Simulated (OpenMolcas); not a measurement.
# Co⁴⁺ among point charges: CASSCF and CASPT2 levels and susceptibility, part 2 of 2

Aim: the splitting of the states of Co⁴⁺ in the field of 3 point charges, its lowest levels with spin-orbit coupling and its magnetic susceptibility.

OpenMolcas 26.06; ANO-RCC-VDZP, DKH2, active space 5 electrons in 5 orbitals (3d), orbitals: per spin and parity. Surroundings: 3 point charges of -2.4 e arranged as a planar triangle (D3h), 2.01 Å from the ion. The steps go on from the part before.

## 7. CASPT2: IPEA 0.25, imaginary shift 0.1 (closed shells correlated: 3s 3p)

Contents of a.inp:

```
>>> COPY JOB001 $Project.JobIph
&CASPT2
Multistate=1 1
Frozen=5
IPEA=0.25
Imaginary=0.1
MaxIter=60
WThr=0.0 0.3 0.05
PrWF=0.5
NoMix
>>> COPY JOB002 $Project.JobIph
&CASPT2
Multistate=24 1 2 3 4 5 6 7 8 9 10 11 12 13 14 15 16 17 18 19 20 21 22
23 24
NoMult
Frozen=5
IPEA=0.25
Imaginary=0.1
MaxIter=60
WThr=0.0 0.3 0.05
PrWF=0.5
NoMix
>>> COPY JOB003 $Project.JobIph
&CASPT2
Multistate=75 1 2 3 4 5 6 7 8 9 10 11 12 13 14 15 16 17 18 19 20 21 22
23 24 25 26 27 28 29 30 31 32 33 34 35 36 37 38 39 40 41 42 43 44 45 46
47 48 49 50 51 52 53 54 55 56 57 58 59 60 61 62 63 64 65 66 67 68 69 70
71 72 73 74 75
NoMult
Frozen=5
IPEA=0.25
Imaginary=0.1
MaxIter=60
WThr=0.0 0.3 0.05
PrWF=0.5
NoMix
```

Output:

```text
Orbital specifications:
      -----------------------

      Symmetry species                           1
                                                 a
      Frozen orbitals                            5
      Inactive orbitals                          4
      Active orbitals                            5
      Secondary orbitals                        20
      Deleted orbitals                           0
      Number of basis functions                 34
Type of calculation                        SS-CASPT2
      Fock operator                              state-specific
      IPEA shift                                 0.25
      Real shift                                 0.00
      Imaginary shift                            0.10
      The input orbitals will be transformed to quasi-canonical
Reference energy:       -1395.6201505335
      E2 (Non-variational):      -0.2483571809
      Shift correction:          -0.0000460653
      E2 (Variational):          -0.2484032462
      Total energy:           -1395.8685537797
      Residual norm:              0.0000002048
      Reference weight:           0.96895
      Contributions to the CASPT2 correlation energy
      Active & Virtual Only:         -0.0452268284
      One Inactive Excited:          -0.1311370728
      Two Inactive Excited:          -0.0719932797
::    CASPT2 Root  1     Total energy:  -1395.86855378
Orbital specifications:
      -----------------------

      Symmetry species                           1
                                                 a
      Frozen orbitals                            5
      Inactive orbitals                          4
      Active orbitals                            5
      Secondary orbitals                        20
      Deleted orbitals                           0
      Number of basis functions                 34
Type of calculation                        SS-CASPT2
      Fock operator                              state-specific
      IPEA shift                                 0.25
      Real shift                                 0.00
      Imaginary shift                            0.10
      The input orbitals will be transformed to quasi-canonical
Reference energy:       -1395.4333427390
      E2 (Non-variational):      -0.2590469135
      Shift correction:          -0.0000524125
      E2 (Variational):          -0.2590993260
      Total energy:           -1395.6924420650
      Residual norm:              0.0000004727
      Reference weight:           0.96686
      Contributions to the CASPT2 correlation energy
      Active & Virtual Only:         -0.0482407729
      One Inactive Excited:          -0.1396064412
      Two Inactive Excited:          -0.0711996994
Reference energy:       -1395.4333292520
      E2 (Non-variational):      -0.2590554873
      Shift correction:          -0.0000524628
      E2 (Variational):          -0.2591079500
      Total energy:           -1395.6924372020
      Residual norm:              0.0000004724
      Reference weight:           0.96685
      Contributions to the CASPT2 correlation energy
      Active & Virtual Only:         -0.0482477656
      One Inactive Excited:          -0.1396075376
      Two Inactive Excited:          -0.0712001840
::    CASPT2 Root  1     Total energy:  -1395.69244207
::    CASPT2 Root  2     Total energy:  -1395.69243720
::    CASPT2 Root  3     Total energy:  -1395.69182658
::    CASPT2 Root  4     Total energy:  -1395.69181124
::    CASPT2 Root  5     Total energy:  -1395.68944491
::    CASPT2 Root  6     Total energy:  -1395.68944486
::    CASPT2 Root  7     Total energy:  -1395.68750670
::    CASPT2 Root  8     Total energy:  -1395.68479131
::    CASPT2 Root  9     Total energy:  -1395.68470386
::    CASPT2 Root 10     Total energy:  -1395.68022507
::    CASPT2 Root 11     Total energy:  -1395.68022506
::    CASPT2 Root 12     Total energy:  -1395.66807108
::    CASPT2 Root 13     Total energy:  -1395.65897992
::    CASPT2 Root 14     Total energy:  -1395.65892248
::    CASPT2 Root 15     Total energy:  -1395.64745329
::    CASPT2 Root 16     Total energy:  -1395.64088455
::    CASPT2 Root 17     Total energy:  -1395.64088443
::    CASPT2 Root 18     Total energy:  -1395.57217629
::    CASPT2 Root 19     Total energy:  -1395.56485606
::    CASPT2 Root 20     Total energy:  -1395.56485602
::    CASPT2 Root 21     Total energy:  -1395.56266455
::    CASPT2 Root 22     Total energy:  -1395.56269110
::    CASPT2 Root 23     Total energy:  -1395.55629697
::    CASPT2 Root 24     Total energy:  -1395.55634476
Orbital specifications:
      -----------------------

      Symmetry species                           1
                                                 a
      Frozen orbitals                            5
      Inactive orbitals                          4
      Active orbitals                            5
      Secondary orbitals                        20
      Deleted orbitals                           0
      Number of basis functions                 34
Type of calculation                        SS-CASPT2
      Fock operator                              state-specific
      IPEA shift                                 0.25
      Real shift                                 0.00
      Imaginary shift                            0.10
      The input orbitals will be transformed to quasi-canonical
Reference energy:       -1395.3497514922
      E2 (Non-variational):      -0.2563994810
      Shift correction:          -0.0000504939
      E2 (Variational):          -0.2564499749
      Total energy:           -1395.6062014670
      Residual norm:              0.0000002751
      Reference weight:           0.96753
      Contributions to the CASPT2 correlation energy
      Active & Virtual Only:         -0.0450914349
      One Inactive Excited:          -0.1478266276
      Two Inactive Excited:          -0.0634814185
Reference energy:       -1395.3497514920
      E2 (Non-variational):      -0.2564784118
      Shift correction:          -0.0000505611
      E2 (Variational):          -0.2565289729
      Total energy:           -1395.6062804650
      Residual norm:              0.0000002748
      Reference weight:           0.96751
      Contributions to the CASPT2 correlation energy
      Active & Virtual Only:         -0.0451019258
      One Inactive Excited:          -0.1478880832
      Two Inactive Excited:          -0.0634884028
::    CASPT2 Root  1     Total energy:  -1395.60620147
::    CASPT2 Root  2     Total energy:  -1395.60628046
::    CASPT2 Root  3     Total energy:  -1395.60675340
::    CASPT2 Root  4     Total energy:  -1395.60675655
::    CASPT2 Root  5     Total energy:  -1395.60631685
::    CASPT2 Root  6     Total energy:  -1395.60586119
::    CASPT2 Root  7     Total energy:  -1395.60585600
::    CASPT2 Root  8     Total energy:  -1395.60508972
::    CASPT2 Root  9     Total energy:  -1395.60508882
::    CASPT2 Root 10     Total energy:  -1395.60326703
::    CASPT2 Root 11     Total energy:  -1395.60326702
::    CASPT2 Root 12     Total energy:  -1395.60336262
::    CASPT2 Root 13     Total energy:  -1395.60336269
::    CASPT2 Root 14     Total energy:  -1395.59260100
::    CASPT2 Root 15     Total energy:  -1395.59257198
::    CASPT2 Root 16     Total energy:  -1395.58917830
::    CASPT2 Root 17     Total energy:  -1395.58917818
::    CASPT2 Root 18     Total energy:  -1395.59095855
::    CASPT2 Root 19     Total energy:  -1395.58792349
::    CASPT2 Root 20     Total energy:  -1395.58790789
::    CASPT2 Root 21     Total energy:  -1395.58144355
::    CASPT2 Root 22     Total energy:  -1395.57896192
::    CASPT2 Root 23     Total energy:  -1395.57896207
::    CASPT2 Root 24     Total energy:  -1395.56887905
::    CASPT2 Root 25     Total energy:  -1395.56887716
::    CASPT2 Root 26     Total energy:  -1395.56837412
::    CASPT2 Root 27     Total energy:  -1395.56836617
::    CASPT2 Root 28     Total energy:  -1395.56765335
::    CASPT2 Root 29     Total energy:  -1395.56764725
::    CASPT2 Root 30     Total energy:  -1395.57051750
```

This run: 15 s of run time, 1 thread, shared host.

SS-CASPT2: lowest energy less the reference's lowest, -0.2484 hartree; reference weights 0.960 to 0.969.

Spin-free states, with their symmetry labels:

```csv
state,degeneracy,E (cm-1),free-ion L (%)
6A1,1,0,S (100)
4A2,1,38652,G (96)
4A1,1,38653,G (96)
4E,2,38789,G (95)
4E,2,39310,G (97)
4A1,1,39735,G (100)
4E,2,40341,G (100)
4E,2,41333,P (68)
4A2,1,44001,P (100)
4E,2,46002,D (92)
4A1,1,48526,D (100)
4E,2,49968,D (65)
2E,2,57458,I (98)
2A1,1,57554,I (98)
2E,2,57571,I (97)
2A1,1,57654,I (96)
2A2,1,57655,I (96)
2E,2,57824,I (97)
doublet,2,58203,I (100)
2E,2,58224,I (99)
2E,2,60568,D (64)
2A1,1,60925,D (99)
2E,2,61316,D (75)
2A1,1,61591,F (89)
```

With spin-orbit coupling:

```
E (cm-1)  Degeneracy  Label  2S+1                g
       0           2   E1/2     6   2.00 6.01 6.01
       0           2   E3/2     6   0.00 0.00 6.01
       1           2   E1/2     6  0.00 0.00 10.01
   38460           2   E3/2     4   0.00 0.00 0.12
   38560           2   E1/2     4   0.05 0.05 4.15
   38570           2   E1/2     4   0.04 0.04 1.99
   38670           2   E1/2     4   0.05 0.05 8.11
   38720           2   E3/2     4   0.00 0.00 1.89
   38800           2   E3/2     4  0.00 0.00 11.99
   38870           2   E1/2     4   0.00 0.00 5.85
   39010           2   E1/2     4   0.00 0.00 9.88
   39140           2   E1/2     4   1.20 1.20 3.83
   39260           2   E1/2     4   0.17 2.01 2.01
   39340           2   E3/2     4   0.00 0.00 4.02
   39440           2   E1/2     4   0.00 0.00 8.00
   39730           2   E1/2     4   2.00 4.86 4.86
   39740           2   E3/2     4   0.00 0.00 5.99
   40300           2   E1/2     4   0.00 0.00 2.01
   40350           2   E1/2     4  0.00 0.00 14.00
   40350           2   E1/2     4   0.00 0.00 6.01
   40370           2   E3/2     4  0.00 0.00 10.01
   40640           2   E1/2     4   1.09 1.09 3.89
   40980           2   E1/2     4   0.07 0.66 0.66
   41370           2   E3/2     4   0.00 0.00 3.97
```

Powder χT (cm³ K/mol): 4.36 at 2 K, 4.38 at 5 K, 4.38 at 10 K, 4.38 at 20 K, 4.38 at 50 K, 4.38 at 100 K, 4.38 at 150 K, 4.38 at 200 K, 4.38 at 250 K, 4.38 at 300 K.

## 8. The methods side by side

A. CASSCF
B. SS-CASPT2, IPEA 0.25, imaginary shift 0.1 (closed shells correlated: 3s 3p)

```csv
method,ground state,first gap with spin-orbit (cm-1),χT at 300 K
A,6A1,0.2,4.39
B,6A1,0.3,4.38
```

## 9. Summary of results

What follows sums up all 2 parts.

```
                 quantity                                                                        value
                   method  SS-CASPT2, IPEA 0.25, imaginary shift 0.1 (closed shells correlated: 3s 3p)
   spin-free ground state                                              6A1, 1-fold in its orbital part
             lowest level                                            2-fold E1/2, g = 2.00, 6.01, 6.01
               next level                                                                     0.3 cm⁻¹
              χT at 300 K                                                               4.38 cm³ K/mol
effective moment at 300 K                                                                      5.92 μB
```

Cost by method:

```csv
method,time of its own steps,time with the reference
A. CASSCF,56 s,56 s
"B. SS-CASPT2, IPEA 0.25, imaginary shift 0.1, +3s 3p",15 s,71 s
```

Times are of one thread on a shared host.

The spin-free ground state (6A1) comes to 100 % from free-ion S terms and keeps the highest spin of the shell. χT at 300 K is 4.38, against 4.39 cm³ K/mol for the spin alone, as a half-filled shell (L = 0) has no orbital moment. An active space of the d shell alone favours high spin; real ions in strong fields can be low spin. CASPT2 does not keep the components of a term degenerate, and the means are used. The field of point charges can differ much from that of real complexes. With metal d orbitals alone active, the gaps between spin states are rough; where two lie within a few thousand cm-1, their order is open. This is an electrostatic model: the charges have no orbitals.
